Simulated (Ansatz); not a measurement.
# C3H11NO3Ti: a ladder of functionals and wavefunction methods

An exercise on one series of results from a longer session: the logs are not shown, and one member is left open.

Program: Ansatz 0.2.0, Gaussian basis. Level of theory: functionals in def2-TZVPP, the program's frozen cores in correlated methods. These are calculated values, not measurements.

Levels to be run: LDA (SPW92), PBE-D4, revPBE-D4, BLYP-D4, r2SCAN-D4, B97M-V, PBE0-D4, B3LYP-D4, r2SCANh-D4, r2SCAN0-D4, HSE06-D4, BHLYP-D4, CAM-B3LYP-D4, LC-ωPBE, ωB97X-V, ωB97M-V, B2PLYP, PBE-QIDH; CCSD(T)/def2-SVP; CCSD(T)/def2-TZVPP; MP2/def2-QZVPP; extrapolation to the limit; RPA on PBE.

**The relaxed structure**

An earlier PBE0-D4 in a triple-zeta def2 set relaxation fixed the geometry.

SMILES `CC[N](C)[Ti]([OH])([OH])[OH]`, 19 atoms, charge 0, spin multiplicity 1.

Atoms are counted from 1 here; the program's logs count them from 0.

Bond lengths: C1–C2 1.514 Å, C1–H9 1.091 Å, C1–H10 1.092 Å, C1–H11 1.094 Å, C2–N3 1.444 Å, C2–H12 1.102 Å, C2–H13 1.102 Å, N3–C4 1.447 Å, N3–Ti5 1.880 Å, C4–H14 1.092 Å, C4–H15 1.099 Å, C4–H16 1.099 Å, Ti5–O6 1.806 Å, Ti5–O7 1.815 Å, Ti5–O8 1.817 Å, O6–H17 0.958 Å, O7–H18 0.957 Å, O8–H19 0.957 Å. Angles: C2–C1–H9 111.4°, C2–C1–H10 109.8°, C2–C1–H11 111.1°, H9–C1–H10 108.5°, H9–C1–H11 108.0°, H10–C1–H11 107.8°, C1–C2–N3 114.3°, C1–C2–H12 109.4°, C1–C2–H13 109.3°, N3–C2–H12 109.3°, N3–C2–H13 108.6°, H12–C2–H13 105.8°, C2–N3–C4 112.1°, C2–N3–Ti5 132.0°, C4–N3–Ti5 115.9°, N3–C4–H14 111.1°, N3–C4–H15 111.1°, N3–C4–H16 111.1° and more.

Set-up of the first run:

in.yaml

```yaml
crystal:
  periodic: [false, false, false]
  atoms:
    - {symbol: C, position_ang: [-2.157958, 0.435512, 0.114371]}
    - {symbol: C, position_ang: [-1.317793, -0.452603, -0.777959]}
    - {symbol: N, position_ang: [0.098656, -0.403131, -0.500694]}
    - {symbol: C, position_ang: [0.844511, -1.339755, -1.313603]}
    - {symbol: Ti, position_ang: [1.105458, 0.605293, 0.725831]}
    - {symbol: O, position_ang: [0.347270, 2.204804, 1.085802]}
    - {symbol: O, position_ang: [2.771885, 0.798717, 0.032643]}
    - {symbol: O, position_ang: [1.198847, -0.314711, 2.290146]}
    - {symbol: H, position_ang: [-1.883672, 1.485017, 0.001934]}
    - {symbol: H, position_ang: [-3.213946, 0.323768, -0.139875]}
    - {symbol: H, position_ang: [-2.036602, 0.164989, 1.167338]}
    - {symbol: H, position_ang: [-1.491510, -0.181029, -1.831267]}
    - {symbol: H, position_ang: [-1.658945, -1.495530, -0.677635]}
    - {symbol: H, position_ang: [1.914153, -1.280699, -1.101460]}
    - {symbol: H, position_ang: [0.709114, -1.130568, -2.383922]}
    - {symbol: H, position_ang: [0.515448, -2.372646, -1.131436]}
    - {symbol: H, position_ang: [0.042075, 2.553881, 1.923650]}
    - {symbol: H, position_ang: [3.359183, 1.554323, 0.056509]}
    - {symbol: H, position_ang: [0.811828, -1.160133, 2.516126]}
basis:
  gaussian: {orbitals: def2-TZVPP}
hamiltonian: {xc: lda}
output: {orbitals: {seedname: orbitals}}
```

Run with:

```sh
$ ansatz run in.yaml --threads 4 --pin off --events-out ev --progress --plain --max-ram 66560MiB --backend cuda --devices 0, --max-vram 37GiB
```

Steps of the session up to this table: LDA; PBE-D4 (GGA); revPBE-D4 (GGA); BLYP-D4 (GGA); r2SCAN-D4 (meta-GGA); B97M-V (meta-GGA); B3LYP-D4 (hybrid); r2SCANh-D4 (hybrid); r2SCAN0-D4 (hybrid); HSE06-D4 (hybrid); BHLYP-D4 (hybrid); CAM-B3LYP-D4 (range-separated); LC-ωPBE (range-separated); ωB97X-V (range-separated); ωB97M-V (range-separated); B2PLYP (double hybrid); PBE-QIDH (double hybrid).

One table of the session follows, with a row left open; its other results are not shown here.

It belongs to the step «Frontier levels by functional». 

```
  functional  HOMO (eV)  gap (eV)
 LDA (SPW92)      -5.33      3.13
      PBE-D4      -5.18      3.23
   revPBE-D4      -5.12      3.25
     BLYP-D4      -5.09      3.21
   r2SCAN-D4          ?         ?
      B97M-V      -5.52      3.62
     PBE0-D4      -6.45      5.51
    B3LYP-D4      -6.26      5.02
  r2SCANh-D4      -5.88      4.42
  r2SCAN0-D4      -6.61      5.75
    HSE06-D4      -6.05      4.73
    BHLYP-D4      -7.66      7.88
CAM-B3LYP-D4      -7.81      7.98
     LC-ωPBE      -9.10     10.46
     ωB97X-V      -8.79     10.10
     ωB97M-V      -8.71      9.79
```

Estimate the missing values for r2SCAN-D4.

Worked estimate for «HOMO (eV)». Against the share of exact exchange, r2SCANh-D4 (0.1, -5.88), r2SCAN0-D4 (0.25, -6.61) give a slope of -4.87 per unit share; at 0 the line stands at -5.39.

**Answer.** HOMO (eV): -5.40; gap (eV): 3.55. In «HOMO (eV)» the line misses by +0.01.
